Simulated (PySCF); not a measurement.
# C3H10OSn: NMR shieldings, spin-spin couplings

What do calculations give for the NMR shieldings, spin-spin couplings of C3H10OSn (`[H][Sn]([H])([H])[O]C(C)C`)?

Programs: PySCF 2.14.0, with routines of our own; each step states its level. All values are computed. Atoms count from 0.

### Step 1. The starting structure

15 atoms, charge 0, multiplicity 1; geometry from: GFN2-xTB.

### Step 2. NMR shieldings: PBE0/pcJ-1 Sn:dyall-v2z, non-relativistic

What the job is given:

```
{"job": {"kind": "hnmr", "xc": "PBE0", "basis": {"default": "pcJ-1", "Sn": "dyall-v2z"}, "rel": "nr"}, "charge": 0, "multiplicity": 1}
Sn     1.180820     1.350960     1.695910
H      1.067570     0.887720     3.271250
H      2.704600     1.125830     1.039100
H      0.655590     2.914150     1.397440
O     -0.083800     0.058010     0.975620
C     -0.598420    -0.080240    -0.322060
C     -1.468690    -1.332550    -0.317440
C      0.498140    -0.183890    -1.372870
H     -1.230670     0.789200    -0.558790
H     -0.849820    -2.205050    -0.123660
H     -1.969250    -1.448040    -1.274720
H     -2.212210    -1.254630     0.470560
H      1.079000     0.738520    -1.399240
H      1.162800    -1.008300    -1.126720
H      0.064330    -0.351690    -2.354380
```

Level: PBE0/pcJ-1 Sn:dyall-v2z GIAO NMR shielding, non-relativistic, Gaussian nuclei, gas phase.

On the command line:

```
$ OMP_NUM_THREADS=1 python heavy_run.py task.json out
```

This one command runs all jobs of the session in turn.

The program printed:

```text
non-relativistic SCF
coarse grid: 53472 points
cycle   1  E = -6220.0306877067  dE = -1.720e+02  |g| = 7.091e+00  |ddm| = 3.428e+00
cycle   2  E = -6219.6497307021  dE =  3.810e-01  |g| = 2.788e+00  |ddm| = 2.430e+00
cycle   3  E = -6219.7041064352  dE = -5.438e-02  |g| = 2.115e+00  |ddm| = 2.796e+00
cycle   4  E = -6220.3271887931  dE = -6.231e-01  |g| = 3.180e-01  |ddm| = 1.313e+00
cycle   5  E = -6220.3356197746  dE = -8.431e-03  |g| = 1.605e-01  |ddm| = 3.093e-01
cycle   6  E = -6220.3394775698  dE = -3.858e-03  |g| = 1.519e-02  |ddm| = 1.160e-01
cycle   7  E = -6220.3395156099  dE = -3.804e-05  |g| = 4.767e-03  |ddm| = 1.432e-02
cycle   8  E = -6220.3395208215  dE = -5.212e-06  |g| = 1.023e-03  |ddm| = 4.768e-03
final grid: 112600 points
cycle   9  E = -6220.3398009745  dE =  1.454e-08  |g| = 1.285e-03  |ddm| = 2.361e-03
cycle  10  E = -6220.3398006544  dE =  3.201e-07  |g| = 1.748e-03  |ddm| = 2.602e-03
cycle  11  E = -6220.3398013046  dE = -6.502e-07  |g| = 2.913e-04  |ddm| = 1.602e-03
cycle  12  E = -6220.3398013166  dE = -1.205e-08  |g| = 6.365e-05  |ddm| = 2.201e-04
cycle  13  E = -6220.3398013173  dE = -6.694e-10  |g| = 1.768e-05  |ddm| = 4.871e-05
converged SCF energy = -6220.3398013173
check of the scalar solution
cycle   1  E = -6220.3398013173  dE = -6.220e+03  |FDS-SDF| = 1.768e-05
cycle   2  E = -6220.3398013173  dE = -3.092e-11  |FDS-SDF| = 1.938e-05
converged, E = -6220.3398013173

Field gradients (au) and densities at the nuclei (bohr^-3)
atom        Vxx        Vyy        Vzz        centre      nuclear mean
  0 Sn    -0.9411    -1.4390     2.3800      87230.742      86940.758
  1 H     -0.0769    -0.0776     0.1545          0.417          0.417
  2 H     -0.0678    -0.0702     0.1380          0.410          0.410
  3 H     -0.0674    -0.0699     0.1373          0.409          0.409
  4 O     -0.4190    -1.2942     1.7132        308.303        308.290
  5 C     -0.1475    -0.1867     0.3342        125.146        125.143
  6 C     -0.0107    -0.0356     0.0462        125.184        125.181
  7 C      0.0053     0.0186    -0.0240        125.186        125.184
  8 H     -0.1316    -0.1441     0.2756          0.491          0.491
  9 H     -0.1488    -0.1591     0.3079          0.481          0.481
 10 H     -0.1502    -0.1601     0.3103          0.483          0.483
 11 H     -0.1506    -0.1588     0.3093          0.481          0.481
 12 H     -0.1466    -0.1575     0.3041          0.482          0.482
 13 H     -0.1512    -0.1559     0.3070          0.480          0.480
 14 H     -0.1510    -0.1590     0.3100          0.481          0.481

Core orbital energies (eV)
atom   shell        mean    spread
  0 Sn 1s       -28060.295   0.000
  0 Sn 2s        -4162.775   0.000
  0 Sn 3s         -810.234   0.000
  0 Sn 4s         -130.737   0.000
  0 Sn 5s          -15.907   0.000
  0 Sn 2p        -3891.714   0.013
  0 Sn 3p         -698.031   0.045
  0 Sn 4p          -92.890   0.076
  0 Sn 3d         -490.567   0.042
  0 Sn 4d          -30.117   0.263

Shielding tensors (ppm)
atom      isotropic    diamagn.    paramagn.     s11        s22        s33       span
  0 Sn     2798.68     5090.30    -2291.62    2650.97    2677.78    3067.30     416.33
  1 H        27.48       29.23       -1.75      17.96      20.87      43.60      25.64
  2 H        26.91       28.72       -1.81      17.91      20.99      41.83      23.92
  3 H        27.00       28.65       -1.66      18.49      20.19      42.31      23.82
  4 O       301.79      400.16      -98.37     252.18     299.85     353.34     101.16
  5 C       114.72      237.91     -123.19      88.61      98.23     157.32      68.72
  6 C       157.87      248.27      -90.39     138.46     148.01     187.15      48.69
  7 C       157.23      251.57      -94.34     141.83     145.89     183.95      42.12
  8 H        27.67       30.84       -3.16      23.66      26.79      32.56       8.89
  9 H        30.70       30.09        0.60      27.85      29.20      35.04       7.19
 10 H        30.91       30.11        0.80      26.56      28.44      37.74      11.18
 11 H        30.22       29.85        0.37      25.97      28.48      36.22      10.25
 12 H        30.66       31.91       -1.24      25.88      31.26      34.86       8.98
 13 H        30.80       31.42       -0.62      28.08      29.37      34.95       6.87
 14 H        30.61       31.06       -0.45      26.03      28.43      37.36      11.32
```

It took 3.4 min on 1 thread of AMD EPYC, shared host; peak memory 1.5 GiB.

### Step 3. Spin-spin couplings: PBE0/pcJ-1 Sn:dyall-v2z, non-relativistic

The job, as its differences from that of step 2:

```diff
@@ -1,2 +1,2 @@
-{"job": {"kind": "hnmr", "xc": "PBE0", "basis": {"default": "pcJ-1", "Sn": "dyall-v2z"}, "rel": "nr"}, "charge": 0, "multiplicity": 1}
+{"job": {"kind": "hj", "xc": "PBE0", "basis": {"default": "pcJ-1", "Sn": "dyall-v2z"}, "rel": "nr", "atoms": [0]}, "charge": 0, "multiplicity": 1}
 Sn     1.180820     1.350960     1.695910
```

Level: PBE0/pcJ-1 Sn:dyall-v2z indirect spin-spin coupling, non-relativistic, Gaussian nuclei, gas phase.

The program printed:

```text
non-relativistic SCF
coarse grid: 53472 points
cycle   1  E = -6220.0306877067  dE = -1.720e+02  |g| = 7.091e+00  |ddm| = 3.428e+00
cycle   2  E = -6219.6497307021  dE =  3.810e-01  |g| = 2.788e+00  |ddm| = 2.430e+00
cycle   3  E = -6219.7041064352  dE = -5.438e-02  |g| = 2.115e+00  |ddm| = 2.796e+00
cycle   4  E = -6220.3271887931  dE = -6.231e-01  |g| = 3.180e-01  |ddm| = 1.313e+00
cycle   5  E = -6220.3356197746  dE = -8.431e-03  |g| = 1.605e-01  |ddm| = 3.093e-01
cycle   6  E = -6220.3394775698  dE = -3.858e-03  |g| = 1.519e-02  |ddm| = 1.160e-01
cycle   7  E = -6220.3395156099  dE = -3.804e-05  |g| = 4.767e-03  |ddm| = 1.432e-02
cycle   8  E = -6220.3395208215  dE = -5.212e-06  |g| = 1.023e-03  |ddm| = 4.768e-03
final grid: 112600 points
cycle   9  E = -6220.3398009745  dE =  1.454e-08  |g| = 1.285e-03  |ddm| = 2.361e-03
cycle  10  E = -6220.3398006544  dE =  3.201e-07  |g| = 1.748e-03  |ddm| = 2.602e-03
cycle  11  E = -6220.3398013046  dE = -6.502e-07  |g| = 2.913e-04  |ddm| = 1.602e-03
cycle  12  E = -6220.3398013166  dE = -1.205e-08  |g| = 6.365e-05  |ddm| = 2.201e-04
cycle  13  E = -6220.3398013173  dE = -6.694e-10  |g| = 1.768e-05  |ddm| = 4.871e-05
converged SCF energy = -6220.3398013173
two-component SCF
cycle   1  E = -6220.3398013173  dE = -6.220e+03  |FDS-SDF| = 1.768e-05
cycle   2  E = -6220.3398013173  dE =  2.001e-11  |FDS-SDF| = 1.938e-05
converged, E = -6220.3398013173

Indirect spin-spin couplings
  i        j     bonds      J/Hz   K/1e19 T2/J   anisotropy/Hz
  0 119Sn   1   1H    1    -1690.17      375.23      -262.9
  0 119Sn   2   1H    1    -1520.55      337.57      -275.2
  0 119Sn   3   1H    1    -1493.21      331.50      -275.7
  0 119Sn   4  17O    1     -257.46     -421.47       414.9
  0 119Sn   5  13C    2       25.82      -22.80       -20.4
  0 119Sn   6  13C    3      -38.80       34.25       -26.4
  0 119Sn   7  13C    3       -8.47        7.47         4.1
  0 119Sn   8   1H    3       -3.25        0.72        -6.8
  0 119Sn   9   1H    4        2.84       -0.63        -7.2
  0 119Sn  10   1H    4      -23.40        5.20       -12.8
  0 119Sn  11   1H    4        0.68       -0.15        -7.7
  0 119Sn  12   1H    4        1.84       -0.41         5.0
  0 119Sn  13   1H    4        0.82       -0.18        -1.3
  0 119Sn  14   1H    4        4.02       -0.89         1.5
```

It took 5.5 min on 1 thread of AMD EPYC, shared host; peak memory 1.3 GiB.

### Step 4. NMR shieldings: PBE0/pcJ-1 Sn:dyall-v2z, spin-free

The job, as its differences from that of step 3:

```diff
@@ -1,2 +1,2 @@
-{"job": {"kind": "hj", "xc": "PBE0", "basis": {"default": "pcJ-1", "Sn": "dyall-v2z"}, "rel": "nr", "atoms": [0]}, "charge": 0, "multiplicity": 1}
+{"job": {"kind": "hnmr", "xc": "PBE0", "basis": {"default": "pcJ-1", "Sn": "dyall-v2z"}, "rel": "sf"}, "charge": 0, "multiplicity": 1}
 Sn     1.180820     1.350960     1.695910
```

Level: PBE0/pcJ-1 Sn:dyall-v2z GIAO NMR shielding, spin-free X2C, Gaussian nuclei, gas phase.

The program printed:

```text
spin-free SCF
coarse grid: 53472 points
cycle   1  E = -6371.5355330558  dE =  1.258e-01  |g| = 8.109e-01  |ddm| = 3.007e+00
cycle   2  E = -6371.1388713397  dE =  3.967e-01  |g| = 1.598e+00  |ddm| = 2.331e+00
cycle   3  E = -6371.6548905745  dE = -5.160e-01  |g| = 1.650e-01  |ddm| = 1.886e+00
cycle   4  E = -6371.6595449423  dE = -4.654e-03  |g| = 7.599e-02  |ddm| = 1.670e-01
cycle   5  E = -6371.6608404512  dE = -1.296e-03  |g| = 6.396e-03  |ddm| = 5.471e-02
cycle   6  E = -6371.6608489906  dE = -8.539e-06  |g| = 2.141e-03  |ddm| = 7.563e-03
final grid: 112600 points
cycle   7  E = -6371.6616058787  dE = -2.453e-06  |g| = 4.002e-03  |ddm| = 4.029e-03
cycle   8  E = -6371.6616047332  dE =  1.145e-06  |g| = 3.726e-03  |ddm| = 4.066e-03
cycle   9  E = -6371.6616068623  dE = -2.129e-06  |g| = 1.252e-03  |ddm| = 3.150e-03
cycle  10  E = -6371.6616070717  dE = -2.094e-07  |g| = 5.929e-04  |ddm| = 1.226e-03
cycle  11  E = -6371.6616071347  dE = -6.299e-08  |g| = 2.575e-05  |ddm| = 4.770e-04
cycle  12  E = -6371.6616071349  dE = -1.855e-10  |g| = 3.490e-06  |ddm| = 2.938e-05
converged SCF energy = -6371.6616071349
check of the scalar solution
cycle   1  E = -6371.6616071349  dE = -6.372e+03  |FDS-SDF| = 3.490e-06
cycle   2  E = -6371.6616071349  dE = -4.002e-11  |FDS-SDF| = 3.382e-06
converged, E = -6371.6616071349

Field gradients (au) and densities at the nuclei (bohr^-3)
atom        Vxx        Vyy        Vzz        centre      nuclear mean
  0 Sn    -1.0614    -1.6047     2.6662     188373.424     183293.301
  1 H     -0.0731    -0.0737     0.1468          0.409          0.409
  2 H     -0.0643    -0.0665     0.1308          0.403          0.403
  3 H     -0.0638    -0.0663     0.1301          0.402          0.402
  4 O     -0.3846    -1.3531     1.7377        310.912        310.902
  5 C     -0.1469    -0.1860     0.3329        125.719        125.717
  6 C     -0.0109    -0.0364     0.0473        125.756        125.754
  7 C      0.0053     0.0180    -0.0233        125.758        125.756
  8 H     -0.1317    -0.1439     0.2756          0.491          0.491
  9 H     -0.1488    -0.1590     0.3077          0.481          0.481
 10 H     -0.1501    -0.1600     0.3101          0.483          0.483
 11 H     -0.1505    -0.1587     0.3092          0.481          0.481
 12 H     -0.1467    -0.1572     0.3039          0.482          0.482
 13 H     -0.1511    -0.1559     0.3070          0.481          0.481
 14 H     -0.1510    -0.1590     0.3099          0.481          0.481
without picture change
  0 Sn                           2.9246                    399752.852

Core orbital energies (eV)
atom   shell        mean    spread
  0 Sn 1s       -29055.894   0.000
  0 Sn 2s        -4409.975   0.000
  0 Sn 3s         -861.320   0.000
  0 Sn 4s         -140.643   0.000
  0 Sn 5s          -16.254   0.000
  0 Sn 2p        -3959.518   0.013
  0 Sn 3p         -712.845   0.044
  0 Sn 4p          -95.147   0.069
  0 Sn 3d         -483.280   0.042
  0 Sn 4d          -28.737   0.282

Shielding tensors (ppm)
atom      isotropic    diamagn.    paramagn.     s11        s22        s33       span
  0 Sn     2776.86     5135.67    -2358.81    2609.56    2641.57    3079.45     469.90
  1 H        26.98       28.62       -1.63      17.43      20.33      43.20      25.77
  2 H        26.42       28.17       -1.75      17.34      20.45      41.47      24.12
  3 H        26.52       28.09       -1.56      17.96      19.66      41.96      24.00
  4 O       291.36      399.70     -108.35     247.32     285.41     341.36      94.04
  5 C       114.17      237.98     -123.82      87.66      97.72     157.13      69.48
  6 C       157.91      248.35      -90.44     138.47     148.04     187.23      48.76
  7 C       157.45      251.59      -94.14     142.32     145.93     184.10      41.78
  8 H        27.64       30.84       -3.19      23.68      26.78      32.48       8.80
  9 H        30.69       30.10        0.59      27.84      29.21      35.03       7.19
 10 H        30.90       30.11        0.78      26.56      28.42      37.71      11.16
 11 H        30.22       29.86        0.37      25.97      28.47      36.23      10.26
 12 H        30.63       31.91       -1.28      25.82      31.26      34.83       9.01
 13 H        30.80       31.43       -0.63      28.07      29.38      34.95       6.87
 14 H        30.62       31.07       -0.45      26.07      28.44      37.35      11.28
```

Wall time 4.3 min (1 thread of AMD EPYC, shared host); peak memory 1.5 GiB.

### Step 5. Shieldings side by side

| run | Sn0 | O4 | C5 | H1 | H2 | H3 | C7 | time |
| --- | --- | --- | --- | --- | --- | --- | --- | --- |
| step 2, PBE0/pcJ-1 Sn:dyall-v2z, non-relativistic | 2798.7 | 301.8 | 114.7 | 27.5 | 26.9 | 27.0 | 157.2 | 3.4 min |
| step 4, PBE0/pcJ-1 Sn:dyall-v2z, spin-free | 2776.9 | 291.4 | 114.2 | 27.0 | 26.4 | 26.5 | 157.5 | 4.3 min |

### Step 6. Summary of results

```
                                                                    quantity                                                   value
              shieldings (step 2, PBE0/pcJ-1 Sn:dyall-v2z, non-relativistic)  Sn0 2798.7, O4 301.8, C5 114.7, C6 157.9, C7 157.2 ppm
largest reduced coupling (step 3, PBE0/pcJ-1 Sn:dyall-v2z, non-relativistic)               Sn0–O4: J = -257.5 Hz, K = -421·10¹⁹ T²/J
                     shieldings (step 4, PBE0/pcJ-1 Sn:dyall-v2z, spin-free)  Sn0 2776.9, O4 291.4, C5 114.2, C6 157.9, C7 157.5 ppm
```

**Reading.** In step 2, Sn0 has the widest tensor, 416 ppm. Couplings to heavy atoms from non-relativistic runs lack large relativistic terms. Sn0 moves most between the runs, by 22 ppm; the labels say what changes from run to run. No run holds spin-orbit coupling, which is large for shieldings at and beside heavy atoms. The geometry comes from tight binding, which is rough for metal atoms, and these values hang on it.
